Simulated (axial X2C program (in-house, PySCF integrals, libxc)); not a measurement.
# All-electron X2C curves of InO⁻

Aim: find the lowest determinant of InO⁻, scan the bond at several levels and fit the constants, once spin-free and once with spin–orbit coupling.

Method: all-electron X2C, In dyall-acv3z, O dyall-av3z; program: an in-house X2C program for linear molecules on PySCF integrals.

All values are calculated.

## Step 1: Input

Input file task.json:

```json
{"zs": [49, 8], "q": -1, "bas": ["dyall-acv3z", "dyall-av3z"], "levels": ["PBE0", "HF", "r2SCAN0"], "cc": true, "r0": 1.93, "thr": -1.0, "nmax": 90, "npts": 10, "nst": 2, "ntry": 6}
```

Keys: zs atomic numbers; q charge; bas basis sets; levels methods (HF also brings MP2); cc coupled cluster on or off; r0 starting distance in Å; thr threshold in hartree for freezing inner shells (an s shell follows its p shell); nmax most natural virtual spinors; npts points asked for on the curve; nst determinants followed; ntry starts of the search.

On the command line:

```console
$ python so2c.py task.json out
```

Spin-free means the one-electron spin-free X2C Hamiltonian; two-component (2c) means X2C with spin–orbit coupling and atomic mean-field two-electron Coulomb and Gaunt terms. Basis: In dyall-acv3z contracted to [12s13p10d5f1g], O dyall-av3z contracted to [7s6p3d2f]; Gaussian nuclei, density fitting. Masses: In 114.904 u, O 15.995 u.

Notation: σ, π±, δ± give the projection m of an orbital's angular momentum (0, ±1, ±2), α and β its spin, Λ and M_S the sums; ω is the projection of a spinor's total angular momentum and Ω the sum. Logs are in hartree.

The results follow Hamiltonian by Hamiltonian and level by level.

## Step 2: Search for the lowest determinant

Determinants are compared with PBE0 at 1.930 Å.

Spin-free determinants:

```tsv
ΔE (eV)	state	open shells
0.00	M_S = 0, Λ = 0	closed shell
1.92	M_S = 1, Λ = 1	beyond closed shells: σα, π+α
2.06	M_S = 0, Λ = 1	beyond closed shells: σα, π+β
2.33	M_S = 1, Λ = 0	beyond closed shells: 2 × σα
2.34	M_S = 1, Λ = 0	beyond closed shells: π+α, π+β, 2 × π-α
2.34	M_S = 1, Λ = 2	beyond closed shells: 2 × π+α, π+β, π-α
2.76	M_S = 1, Λ = 1	beyond closed shells: σα, π+α, π+β, π-α
```

Two-component determinants:

| ΔE (eV) | state | open shells |
| --- | --- | --- |
| 0.00 | Ω = 0 | closed shell |
| 1.96 | Ω = 2 | excess of +ω over −ω: ω = 1/2, ω = 3/2 |
| 2.03 | Ω = 1 | excess of +ω over −ω: 2 × ω = 1/2 |
| 2.09 | Ω = 1 | excess of +ω over −ω: ω = -1/2, ω = 3/2 |
| 2.28 | Ω = 1 | excess of +ω over −ω: ω = -1/2, ω = 3/2 |
| 2.35 | Ω = 2 | excess of +ω over −ω: ω = 1/2, ω = 3/2 |
| 2.36 | Ω = 3 | excess of +ω over −ω: 2 × ω = 3/2 |

## Step 3: PBE0, spin-free

State followed: M_S = 0, Λ = 0 (closed shell). The scan is laid around 1.918 Å, a first estimate of the minimum, and this SCF restarts from the orbitals of the search.

Output at 1.918 Å:

```text
spin-free X2C-1e  PBE0
basis functions 199  fitting functions 1031  grid points 5075
iter        total energy     max residual
   1      -5955.421030193     2.41e+00
   2      -5955.936527028     5.35e-02
   3      -5955.939769775     5.43e-02
   4      -5955.941994693     1.35e-02
   5      -5955.942605669     8.52e-03
   6      -5955.942765040     4.27e-03
   7      -5955.942782333     2.00e-04
   8      -5955.942782690     1.02e-04
   9      -5955.942782722     2.64e-05
  10      -5955.942782723     3.61e-06
converged
one-electron -8427.94093611  Coulomb 2533.51195928  exact exchange -41.73631433  xc functional -127.93049818  nuclear repulsion 108.15300661
```

Along the bond, energies from the lowest point:

```tsv
R (Å)	E (eV)	μ (D)	HOMO (eV)	LUMO (eV)	iterations
1.669	1.1449	-2.15	-0.21	2.51	37
1.745	0.4629	-2.83	-0.33	2.51	31
1.803	0.1774	-3.31	-0.41	2.51	29
1.861	0.0345	-3.78	-0.46	2.50	27
1.918	0.0000	-4.24	-0.51	2.49	10
1.985	0.0605	-4.76	-0.55	2.47	27
2.052	0.1990	-5.26	-0.56	2.45	26
2.139	0.4528	-5.88	-0.57	2.43	25
2.244	0.8306	-6.60	-0.40	2.39	24
2.397	1.4327	-7.58	-0.22	2.33	24
```

Dipoles are positive if O is the positive end and refer to the centre of mass.

Outer orbitals at the reference distance:

| symmetry | occupied | ε (eV) | atomic character |
| --- | --- | --- | --- |
| σα | yes | -18.00 | 64% O s, 25% In d, 5% In p |
| δ-α | yes | -14.97 | 100% In d |
| δ+α | yes | -14.97 | 100% In d |
| π+α | yes | -14.75 | 99% In d |
| π-α | yes | -14.75 | 99% In d |
| σα | yes | -14.03 | 78% In d, 16% O s |
| σα | yes | -3.76 | 46% In s, 45% O p, 4% O s |
| π+α | yes | -1.03 | 81% O p, 12% In p, 3% In d |
| π-α | yes | -1.03 | 81% O p, 12% In p, 3% In d |
| σα | yes | -0.51 | 43% O p, 27% In s, 25% In p |
| σα | no | 2.49 | 93% In p, 5% In s |
| π-α | no | 2.50 | 96% In p, 2% In d, 2% O p |
| π+α | no | 2.50 | 96% In p, 2% In d, 2% O p |
| σα | no | 3.18 | 87% In s, 8% In p, 3% In d |

PBE0 fields in the half plane through the axis: z from -2.4 to 4.2 Å across, distance from the axis 0.15 to 2.25 Å upwards; In lies at z = 0 and O at z = 1.918 Å; the ELF is damped to zero where the density is low.

log10 density (e/bohr³). Ten even steps from ' ' (-4.48 ) to '@' (1.81 ):
```
....::::::::::::::::::::::::::::........      
..::::::::----------::::::::::::::::......    
::::::----------------------------::::......  
::::--------==========------==------::::....  
::::----======++++++==============----::::....
::----======++******++++++++++++++==----::....
::----====++**######**++++********++==--::::..
::----====++**%%@@%%**++++**####**++==--::::..
```

ELF. Ten even steps from ' ' (0.00 ) to '@' (0.95 ):
```
  ::==++**++++==--::..........                
::++########**++--::::............            
++##%%%%%%##**==--::::::::::::::::....        
##@@@@@@%%**==--::::::::--======----::..      
%%@@@@@@##++--::::::..::==++******==--..      
@@@@@@%%**--::==++==::..++##%%%%%%**==::..    
@@@@@@%%++--==######==..**%%%%%%@@%%**--..    
@@@@@@%%==--**--##--**..**%%....@@%%**==::    
```

Re = 1.911 Å, ωe = 699 cm⁻¹, ωexe = 3.12 cm⁻¹, Be = 0.3288 cm⁻¹, De = 4.18 eV, μ = -4.19 D.

## Step 4: HF, spin-free

The SCF at the reference distance of 1.918 Å:

```text
spin-free X2C-1e  HF
basis functions 199  fitting functions 1031  grid points 5075
iter        total energy     max residual
   1      -5953.221227550     3.25e-01
   2      -5953.251340235     9.98e-03
   3      -5953.251739454     3.98e-02
   4      -5953.253689774     4.75e-03
   5      -5953.253737794     5.54e-04
   6      -5953.253752814     1.08e-03
   7      -5953.253755327     3.44e-04
   8      -5953.253755961     4.97e-05
   9      -5953.253756011     4.07e-05
  10      -5953.253756018     9.00e-06
  11      -5953.253756019     2.26e-06
converged
one-electron -8427.34475418  Coulomb 2533.02339236  exact exchange -167.08540082  xc functional 0.00000000  nuclear repulsion 108.15300661
```

Re = 1.885 Å, ωe = 771 cm⁻¹, ωexe = 3.03 cm⁻¹, Be = 0.3379 cm⁻¹, De = 1.61 eV, μ = -4.67 D.

## Step 5: r2SCAN0, spin-free

Output at 1.918 Å:

```text
spin-free X2C-1e  r2SCAN0
basis functions 199  fitting functions 1031  grid points 5075
iter        total energy     max residual
   1      -5956.290814241     1.29e-01
   2      -5956.292959846     5.47e-03
   3      -5956.293341928     2.39e-02
   4      -5956.293429195     2.53e-04
   5      -5956.293429783     3.06e-04
   6      -5956.293430066     3.52e-05
   7      -5956.293430075     2.51e-05
   8      -5956.293430076     3.41e-06
converged
one-electron -8428.06647435  Coulomb 2533.66912129  exact exchange -41.74681481  xc functional -128.30226882  nuclear repulsion 108.15300661
```

Re = 1.901 Å, ωe = 721 cm⁻¹, ωexe = 3.11 cm⁻¹, Be = 0.3322 cm⁻¹, De = 4.07 eV, μ = -4.22 D.

## Step 6: Correlated methods, spin-free

Correlated methods: 10 electrons correlated (frozen shells, counted by type: In 4 s, 3 p, 2 d; O 1 s), 290 virtual spinors in MP2, 88 natural virtuals in coupled cluster.

Output of the correlated part at 1.918 Å:

```text
correlated 10  virtual 290  natural virtual 88  E(MP2) -0.356693063  MP2 remainder -0.013026203
iter   CCSD correlation   residual
   1     -0.303884972   3.01e-01
   2     -0.323648696   2.39e-01
   3     -0.328915353   4.57e-02
   4     -0.329691225   2.15e-02
   5     -0.329741315   8.03e-03
   6     -0.329892807   4.30e-03
   7     -0.329866263   1.53e-03
   8     -0.329849618   6.67e-04
   9     -0.329872821   2.74e-04
  10     -0.329867459   1.13e-04
  11     -0.329867332   4.05e-05
  12     -0.329868035   1.74e-05
  13     -0.329867655   7.64e-06
  14     -0.329867687   3.14e-06
  15     -0.329867725   9.88e-07
  16     -0.329867712   3.80e-07
(T) -0.021101146  T1 0.0521  D1 0.0778  max T2 0.072
```

T1 in the output is the amplitude norm over the root of the electron number; divide by √2 for the Lee–Taylor value.

MP2: Re = 1.965 Å, ωe = 636 cm⁻¹, Be = 0.3109 cm⁻¹, De = 5.04 eV.

CCSD: Re = 1.930 Å, ωe = 696 cm⁻¹, ωexe = 3.02 cm⁻¹, Be = 0.3222 cm⁻¹, De = 4.13 eV. T1 at Re = 0.037 (Lee–Taylor, the printed value over √2).

CCSD(T): Re = 1.951 Å, ωe = 656 cm⁻¹, ωexe = 3.22 cm⁻¹, Be = 0.3156 cm⁻¹, De = 4.46 eV. T1 at Re = 0.038 (Lee–Taylor, the printed value over √2).

## Step 7: A higher determinant, spin-free

State: M_S = 1, Λ = 1 (beyond closed shells: σα, π+α).

Output at the reference distance:

```text
spin-free X2C-1e  PBE0
basis functions 199  fitting functions 1031  grid points 5075
iter        total energy     max residual
   1      -5955.351017303     2.70e+00
   2      -5955.866511214     6.16e-02
   3      -5955.870003047     4.88e-02
   4      -5955.870627739     2.24e-02
   5      -5955.871512859     7.95e-03
   6      -5955.871577942     6.52e-03
   7      -5955.871610312     1.43e-04
   8      -5955.871610945     1.51e-04
   9      -5955.871611482     7.58e-05
  10      -5955.871611658     1.77e-05
  11      -5955.871611660     1.65e-05
converged
one-electron -8423.88302124  Coulomb 2529.46373964  exact exchange -41.72969640  xc functional -127.87564028  nuclear repulsion 108.15300661
```

```tsv
R (Å)	E above the lowest PBE0 point (eV)
1.669	3.099
1.745	2.463
1.803	2.180
1.861	2.016
1.918	1.937
1.985	1.919
2.052	1.954
2.139	2.047
2.244	2.197
```

Re = 1.970 Å, ωe = 500 cm⁻¹, ωexe = 5.37 cm⁻¹, Be = 0.3094 cm⁻¹, μ = -1.70 D. Te = 1.92 eV.

## Step 8: The spin-free curves together

Energy (eV) of the followed determinant, spin-free, from each level's lowest point:

```tsv
R (Å)	PBE0	HF	MP2	CCSD	CCSD(T)	r2SCAN0
1.669	1.145	1.040	1.564	n/a	n/a	1.094
1.745	0.463	0.371	0.740	0.589	0.663	0.423
1.803	0.177	0.109	0.360	0.251	0.302	0.149
1.861	0.035	0.000	0.133	0.067	0.093	0.020
1.918	0.000	0.006	0.021	0.000	0.000	0.000
1.985	0.061	0.121	0.000	0.032	0.000	0.079
2.052	0.199	0.319	0.065	0.151	0.084	0.237
2.139	0.453	0.653	0.236	0.388	0.276	0.516
2.244	0.831	1.130	0.534	n/a	n/a	0.924
2.397	1.433	1.869	1.090	n/a	n/a	1.569
```

## Step 9: PBE0, 2c

State followed: Ω = 0 (closed shell). The scan is laid around 1.918 Å, a first estimate of the minimum, and this SCF restarts from the orbitals of the search.

The SCF at the reference distance of 1.918 Å:

```text
two-component X2C + atomic mean field  PBE0
basis functions 199  fitting functions 1031  grid points 5075
iter        total energy     max residual
   1      -5952.929259061     2.08e+00
   2      -5953.462308756     4.49e-02
   3      -5953.465486090     4.52e-02
   4      -5953.467658703     1.08e-02
   5      -5953.468246072     7.18e-03
   6      -5953.468406006     3.43e-03
   7      -5953.468421763     1.51e-04
   8      -5953.468422126     9.04e-05
   9      -5953.468422159     2.26e-05
  10      -5953.468422160     3.98e-06
converged
one-electron -8420.92875906  Coulomb 2532.15991915  exact exchange -41.71222669  xc functional -127.85997757  nuclear repulsion 108.15300661  atomic mean-field constant -3.28038460
```

Along the bond, energies from the lowest point:

```tsv
R (Å)	E (eV)	μ (D)	HOMO (eV)	LUMO (eV)	iterations
1.669	1.1472	-2.15	-0.21	2.51	36
1.745	0.4645	-2.82	-0.33	2.51	30
1.803	0.1784	-3.31	-0.40	2.51	28
1.861	0.0350	-3.78	-0.46	2.51	32
1.918	0.0000	-4.23	-0.51	2.49	10
1.985	0.0600	-4.75	-0.55	2.48	25
2.052	0.1979	-5.25	-0.57	2.46	29
2.139	0.4509	-5.87	-0.57	2.43	25
2.244	0.8278	-6.59	-0.40	2.39	23
2.397	1.4283	-7.56	-0.21	2.33	23
```

Dipoles are positive if O is the positive end and refer to the centre of mass.

Outer spinors at the reference distance:

```
  ω  occupied  ε (eV)             atomic character     λ mixture
1/2       yes  -18.01   63% O s, 25% In d, 5% In p        100% σ
3/2       yes  -15.44                    100% In d  87% δ, 13% π
1/2       yes  -15.04             95% In d, 3% O s  88% π, 12% σ
5/2       yes  -14.64                    100% In d        100% δ
3/2       yes  -14.46                     99% In d  87% π, 13% δ
1/2       yes  -13.90            81% In d, 14% O s  88% σ, 12% π
1/2       yes   -3.76    46% In s, 46% O p, 4% O s        100% σ
1/2       yes   -1.04   81% O p, 13% In p, 3% In d        100% π
3/2       yes   -1.02   82% O p, 12% In p, 3% In d        100% π
1/2       yes   -0.51  43% O p, 27% In s, 25% In p        100% σ
1/2        no    2.49            93% In p, 5% In s   93% σ, 7% π
1/2        no    2.50    95% In p, 2% In d, 2% O p   93% π, 7% σ
3/2        no    2.50            96% In p, 2% In d        100% π
1/2        no    3.18   86% In s, 8% In p, 3% In d        100% σ
```

PBE0 fields in the half plane through the axis: z from -2.4 to 4.2 Å across, distance from the axis 0.15 to 2.25 Å upwards; In lies at z = 0 and O at z = 1.918 Å; the ELF is damped to zero where the density is low.

log10 density (e/bohr³). Ten even steps from '0' (-4.48 ) to '9' (1.81 ):
```
11222222222222221111000
12222333332222222211100
22233333333333333221110
22333344444333433322110
22334445554444444332211
23344456665555555433211
23344567776556666543221
23344568986556776543221
```

ELF. Ten even steps from '0' (0.00 ) to '9' (0.95 ):
```
02456554321111100000000
25777765322111111000000
57888764322222222110000
79998643222234443321000
89997532221245666431000
99986324542157888642100
99985347774168889863100
99984363736168119864200
```

Re = 1.911 Å, ωe = 698 cm⁻¹, ωexe = 3.13 cm⁻¹, Be = 0.3286 cm⁻¹, De = 4.09 eV, μ = -4.18 D.

## Step 10: HF, 2c

Output at 1.918 Å:

```text
two-component X2C + atomic mean field  HF
basis functions 199  fitting functions 1031  grid points 5075
iter        total energy     max residual
   1      -5950.745124650     3.66e-01
   2      -5950.775221129     9.98e-03
   3      -5950.775623995     4.46e-02
   4      -5950.777561894     5.33e-03
   5      -5950.777609733     5.64e-04
   6      -5950.777624770     1.23e-03
   7      -5950.777627330     3.91e-04
   8      -5950.777627996     5.33e-05
   9      -5950.777628056     5.13e-05
  10      -5950.777628068     1.20e-05
  11      -5950.777628072     8.54e-06
  12      -5950.777628073     7.20e-06
  13      -5950.777628073     1.67e-06
converged
one-electron -8420.33085016  Coulomb 2531.66935374  exact exchange -166.98875366  xc functional 0.00000000  nuclear repulsion 108.15300661  atomic mean-field constant -3.28038460
```

Re = 1.885 Å, ωe = 770 cm⁻¹, ωexe = 3.03 cm⁻¹, Be = 0.3377 cm⁻¹, De = 1.57 eV, μ = -4.67 D.

## Step 11: r2SCAN0, 2c

Output at 1.918 Å:

```text
two-component X2C + atomic mean field  r2SCAN0
basis functions 199  fitting functions 1031  grid points 5075
iter        total energy     max residual
   1      -5953.812548414     1.28e-01
   2      -5953.814716849     5.56e-03
   3      -5953.815099247     2.36e-02
   4      -5953.815186521     2.33e-04
   5      -5953.815187116     3.03e-04
   6      -5953.815187396     3.47e-05
   7      -5953.815187405     2.51e-05
   8      -5953.815187406     3.02e-06
converged
one-electron -8421.05190159  Coulomb 2532.31459643  exact exchange -41.72269819  xc functional -128.22780607  nuclear repulsion 108.15300661  atomic mean-field constant -3.28038460
```

Re = 1.901 Å, ωe = 721 cm⁻¹, ωexe = 3.11 cm⁻¹, Be = 0.3321 cm⁻¹, De = 4.05 eV, μ = -4.21 D.

## Step 12: MP2 and beyond, 2c

Correlated methods: 10 electrons correlated (frozen shells, counted by type: In 4 s, 3 p, 2 d; O 1 s), 290 virtual spinors in MP2, 90 natural virtuals in coupled cluster.

Output of the correlated part at 1.918 Å:

```text
correlated 10  virtual 290  natural virtual 90  E(MP2) -0.356487504  MP2 remainder -0.012222199
iter   CCSD correlation   residual
   1     -0.304526408   3.00e-01
   2     -0.324215449   2.38e-01
   3     -0.329460223   4.54e-02
   4     -0.330231658   2.14e-02
   5     -0.330281742   8.01e-03
   6     -0.330431789   4.31e-03
   7     -0.330405876   1.56e-03
   8     -0.330389331   6.88e-04
   9     -0.330413236   3.08e-04
  10     -0.330407276   1.52e-04
  11     -0.330407699   7.90e-05
  12     -0.330408795   4.69e-05
  13     -0.330407707   2.51e-05
  14     -0.330407801   1.23e-05
  15     -0.330407791   6.02e-06
(T) -0.021152982  T1 0.0519  D1 0.0777  max T2 0.073
```

MP2: Re = 1.965 Å, ωe = 637 cm⁻¹, Be = 0.3109 cm⁻¹, De = 4.89 eV.

CCSD: Re = 1.931 Å, ωe = 696 cm⁻¹, ωexe = 3.04 cm⁻¹, Be = 0.3221 cm⁻¹, De = 3.98 eV. T1 at Re = 0.037 (Lee–Taylor, the printed value over √2).

CCSD(T): Re = 1.951 Å, ωe = 655 cm⁻¹, ωexe = 3.2 cm⁻¹, Be = 0.3155 cm⁻¹, De = 4.30 eV. T1 at Re = 0.038 (Lee–Taylor, the printed value over √2).

## Step 13: A higher determinant, 2c

State: Ω = 2 (excess of +ω over −ω: ω = 1/2, ω = 3/2).

Output at the reference distance:

```text
two-component X2C + atomic mean field  PBE0
basis functions 199  fitting functions 1031  grid points 5075
iter        total energy     max residual
   1      -5952.857608430     2.35e+00
   2      -5953.390855812     5.23e-02
   3      -5953.394249227     4.12e-02
   4      -5953.394869636     1.85e-02
   5      -5953.395725543     6.71e-03
   6      -5953.395790777     5.40e-03
   7      -5953.395821379     1.38e-04
   8      -5953.395821999     1.40e-04
   9      -5953.395822524     7.82e-05
  10      -5953.395822718     1.74e-05
  11      -5953.395822721     1.60e-05
converged
one-electron -8416.58778323  Coulomb 2527.82471123  exact exchange -41.70432972  xc functional -127.80104302  nuclear repulsion 108.15300661  atomic mean-field constant -3.28038460
```

```tsv
R (Å)	E above the lowest PBE0 point (eV)
1.669	3.123
1.745	2.491
1.803	2.213
1.861	2.051
1.918	1.976
1.985	1.961
2.052	2.000
2.139	2.097
2.244	2.252
```

Re = 1.966 Å, ωe = 506 cm⁻¹, ωexe = 5.36 cm⁻¹, Be = 0.3107 cm⁻¹, μ = -1.59 D. Te = 1.96 eV.

## Step 14: The 2c curves together

Energy (eV) of the followed determinant, 2c, from each level's lowest point:

```tsv
R (Å)	PBE0	HF	MP2	CCSD	CCSD(T)	r2SCAN0
1.669	1.147	1.043	1.566	n/a	n/a	1.097
1.745	0.464	0.373	0.741	0.590	0.665	0.425
1.803	0.178	0.110	0.361	0.252	0.304	0.150
1.861	0.035	0.000	0.133	0.067	0.094	0.020
1.918	0.000	0.005	0.021	0.000	0.000	0.000
1.985	0.060	0.119	0.000	0.032	0.000	0.078
2.052	0.198	0.316	0.065	0.150	0.084	0.235
2.139	0.451	0.649	0.236	0.386	0.275	0.514
2.244	0.828	1.124	0.537	n/a	n/a	0.921
2.397	1.428	1.857	1.115	n/a	n/a	1.564
```

The whole job took 3.4 min on 1 thread of Arm Neoverse V1, shared host; peak memory 0.66 GiB.

## Step 15: Results

Lowest determinant that the search found at its distance, spin-free: M_S = 0, Λ = 0 (closed shell).

Lowest determinant that the search found at its distance, 2c: Ω = 0 (closed shell).

```tsv
Hamiltonian	level	Re (Å)	ωe (cm⁻¹)	De (eV)	μ (D)
spin-free	PBE0	1.911	699	4.18	-4.19
spin-free	HF	1.885	771	1.61	-4.67
spin-free	MP2	1.965	636	5.04	n/a
spin-free	CCSD	1.930	696	4.13	n/a
spin-free	CCSD(T)	1.951	656	4.46	n/a
spin-free	r2SCAN0	1.901	721	4.07	-4.22
2c	PBE0	1.911	698	4.09	-4.18
2c	HF	1.885	770	1.57	-4.67
2c	MP2	1.965	637	4.89	n/a
2c	CCSD	1.931	696	3.98	n/a
2c	CCSD(T)	1.951	655	4.30	n/a
2c	r2SCAN0	1.901	721	4.05	-4.21
```

Dipoles are positive if O is the positive end and refer to the centre of mass.

Time per point (s) on 1 thread of Arm Neoverse V1, shared host (2c runs; CCSD comes with the CCSD(T) run); the times are rough: PBE0 1.2, HF 0.76, MP2 1, CCSD(T) 5.2, r2SCAN0 1.8.

In words: At CCSD(T), going from spin-free to two-component changes Re by 0 mÅ, ωe by 0.0 %, which is small (part of it comes from the scalar share of the two-electron terms). De moves by -0.15 eV; both De rest on single-determinant atoms, which can miss part of an open shell's spin–orbit lowering.

De refers to In + O-; at HF, spin-free, to In- + O; at HF, two-component, to In- + O, each in the lowest determinant found, which need not be this curve's own limit. The state is a single determinant with fixed occupations, the lowest that a limited PBE0 search found. Closed shells are restricted here (equal orbitals for both partners), which fails at long range if the bond breaks into open shells. De is counted from the lowest determinant-based energies of the atoms at the same level, without counterpoise correction. CCSD and (T) use frozen natural virtuals with an MP2 correction for the truncation. The meta-GGAs lack a current-density term, which matters for open shells with orbital currents, atoms included. With the outer-core shells frozen, correlated bond lengths of heavy atoms tend to come out a few hundredths of an ångström too long. T1 at Re is 0.038 (Lee–Taylor), above the customary mark of 0.02.
